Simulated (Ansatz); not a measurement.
**CF₂I+ (SMILES F[C+](F)I): single points off equilibrium**

An exercise on one series of results from a longer session: the logs are not shown, and one member is left open.

The runs use Ansatz 0.2.0, Gaussian basis; single points in def2-TZVPP.

Correlated methods freeze the cores. Filled d shells of the heavier atoms are correlated. Core potentials replace the inner electrons past krypton, and spin-orbit coupling is left out.

**The system as given**

SMILES `F[C+](F)I`, 4 atoms, charge 1, spin multiplicity 1.

Atoms are counted from 1 here; the program's logs count them from 0.

Bond lengths: F1–C2 1.221 Å, C2–F3 1.220 Å, C2–I4 2.002 Å. Angles: F1–C2–F3 114.4°, F1–C2–I4 123.3°, F3–C2–I4 121.4°.

As a file:

```xyz
4
CF2I
F    -0.2915    0.2594    1.2431
C     0.1001   -0.0258    0.1225
F     0.8234   -1.0065    0.0750
I    -0.6233    0.8191   -1.5418
```

The first run:

Input file run/in.yaml:

```yaml
crystal:
  periodic: [false, false, false]
  atoms:
    - {symbol: F, position_ang: [-0.291500, 0.259400, 1.243100]}
    - {symbol: C, position_ang: [0.100100, -0.025800, 0.122500]}
    - {symbol: F, position_ang: [0.823400, -1.006500, 0.075000]}
    - {symbol: I, position_ang: [-0.623300, 0.819100, -1.541800]}
basis:
  gaussian: {orbitals: def2-TZVPP}
total_charge: 1
correlation: {method: ccsd_t}
output: {forces: true}
```

The command line of these runs was not kept.

Steps of the session up to this table: CCSD(T)/def2-TZVPP; PBE0-D4/def2-TZVPP; wB97M-V/def2-TZVPP; r2SCAN-D4/def2-TZVPP; PBE-D4/def2-TZVPP; B97M-V/def2-TZVPP; BLYP-D4/def2-TZVPP.

One table of the session follows, with a row left open; its other results are not shown here.

| method | RMS force component (eV/Å) | angle to CCSD(T) forces (°) |
| --- | --- | --- |
| CCSD(T) | 1.396 | reference |
| PBE0-D4 | 1.225 | 3.0 |
| wB97M-V | ? | ? |
| r2SCAN-D4 | 1.445 | 1.0 |
| PBE-D4 | 1.765 | 4.9 |
| B97M-V | 1.271 | 1.9 |
| BLYP-D4 | 1.906 | 8.4 |

Q: Estimate the row for wB97M-V from the others.

The run gave: RMS force component (eV/Å): 1.300; angle to CCSD(T) forces (°): 1.2. In the column «RMS force component (eV/Å)» it lies between B97M-V (1.271) and CCSD(T) (1.396).
